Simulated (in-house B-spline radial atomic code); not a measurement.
# S¹⁵⁺: ionisation energy by several methods

Aim: the ionisation energy of S¹⁵⁺ by several methods, each as the difference of two self-consistent energies (S¹⁵⁺ and the next ion, bare nucleus).

Program: in-house B-spline radial atomic code version 1. Level of theory: non-relativistic, several functionals, spin-polarised; spherical all-electron atom at the radial basis limit. These are calculated values, not measurements, unless marked.

**1. What is computed**

| Item | Value |
| --- | --- |
| element | sulfur (Z = 16) |
| charge | +15 |
| electrons | 1 |
| configuration | 1s1 |
| nucleus | point |

Where spins are not typed, each open shell is filled with up spins first.

**2. r2SCAN0**

Input settings:

```ini
Z = 16
electrons = 1.0
configuration = 1s1
hamiltonian = nr
method = r2scan0
spin_polarised = True
```

**3. PBE0**

Input settings:

```ini
Z = 16
electrons = 1.0
configuration = 1s1
hamiltonian = nr
method = pbe0
spin_polarised = True
```

**4. Hartree-Fock**

Input settings:

```ini
Z = 16
electrons = 1.0
configuration = 1s1
hamiltonian = nr
method = hf
spin_polarised = True
```

**5. AM05**

Input settings:

```ini
Z = 16
electrons = 1.0
configuration = 1s1
hamiltonian = nr
method = am05
spin_polarised = True
```

**6. PBEsol**

Input settings:

```ini
Z = 16
electrons = 1.0
configuration = 1s1
hamiltonian = nr
method = pbesol
spin_polarised = True
```

**7. LDA (VWN5)**

Input settings:

```ini
Z = 16
electrons = 1.0
configuration = 1s1
hamiltonian = nr
method = lda,vwn
spin_polarised = True
```

**8. LC-ωPBE**

Input settings:

```ini
Z = 16
electrons = 1.0
configuration = 1s1
hamiltonian = nr
method = lc_wpbe
spin_polarised = True
```

Before running: The tabulated ionisation energy is 3494.19 ± 1.9e-05 eV (tabulated theoretical; NIST Atomic Spectra Database). What does each method give, and which comes nearest?

The runs gave:

| method | rung | total energy (hartree) | ΔSCF (eV) | −ε highest (eV) | ΔSCF less tabulated (eV) |
| --- | --- | --- | --- | --- | --- |
| LDA (VWN5) | LDA | -127.3464 | 3465.27 | 3368.58 (1s up) | -28.92 |
| AM05 | GGA | -127.4992 | 3469.43 | 3370.77 (1s up) | -24.76 |
| PBEsol | GGA | -127.6926 | 3474.69 | 3375.88 (1s up) | -19.50 |
| r2SCAN0 | global hybrid | -128.0001 | 3483.06 | 3415.55 (1s up) | -11.13 |
| PBE0 | global hybrid | -127.9278 | 3481.09 | 3406.65 (1s up) | -13.09 |
| LC-ωPBE | range-separated hybrid | -127.9094 | 3480.59 | 3387.35 (1s up) | -13.60 |
| Hartree-Fock | Hartree-Fock | -128.0000 | 3483.06 | 3483.06 (1s up) | -11.13 |

Against the tabulated ionisation energy, 3494.19 ± 1.9e-05 eV (tabulated theoretical; NIST Atomic Spectra Database), the best here is r2SCAN0 (-11.13 eV) and the worst LDA (VWN5) (-28.92 eV, or 0.83 %). Mean absolute error by rung (exchange-only levels left out): LDA 28.92 eV, GGA 22.13 eV, global hybrid 12.11 eV, range-separated hybrid 13.60 eV, Hartree-Fock 11.13 eV. These runs lack relativity altogether, which can outweigh the gaps between the methods, so the nearest may be so by luck.
